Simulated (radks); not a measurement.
# The series with 9 electrons, F to Cu²⁰⁺

One table from this session's results is given with a row withheld; the runs are named, their logs left out.

The numbers are computed with radks (a radial shooting solver on a logarithmic mesh, Libxc functionals) version 1 (Dirac Kohn-Sham, LDA (Slater exchange, Perdew-Wang correlation), spin-unpolarised, spherical densities, finite nucleus; open shells are shared between the two j in proportion to 2j + 1), except any that are marked as measured or tabulated.

### The system

* electrons: 9
* ions: F, Ne⁺, Mg³⁺, Al⁴⁺, Si⁵⁺, P⁶⁺, S⁷⁺, Cl⁸⁺, Ar⁹⁺, K¹⁰⁺, Ca¹¹⁺, Sc¹²⁺, Ti¹³⁺, V¹⁴⁺, Cr¹⁵⁺, Mn¹⁶⁺, Fe¹⁷⁺, Co¹⁸⁺, Ni¹⁹⁺, Cu²⁰⁺
* configuration: [He] 2s2 2p5

Outer shells as boxes (Hund's rule):

[He] 2s2 2p5
```
[He] core
2s [↑↓]
2p [↑↓][↑↓][↑ ]
```

Set-up of the first run:

Input:

```text
Z 9
configuration [He] 2s2 2p5
relativity Dirac
functional lda,pw
spin unpolarised
j_filling average
nucleus finite rms 2.8976 fm
c 137.035999084
```

Steps of the session up to this table: F.

One table of the session follows, with a row left open; its other results are not shown here.

It belongs to the step «F». Sizes of the orbitals, from the radial functions (bohr):

```
level     <r>  outermost maximum (interpolated)  90 % within
1s1/2  0.1772                             0.115        0.317
2s1/2       ?                                 ?            ?
2p1/2   1.103                             0.702         1.95
2p3/2   1.105                             0.703         1.95
```

**Question.** Estimate the row for 2s1/2.

The run gave: <r>: 1.010; outermost maximum (interpolated): 0.767; 90 % within: 1.63. In the column «<r>» it lies between 1s1/2 (0.1772) and 2p1/2 (1.103).
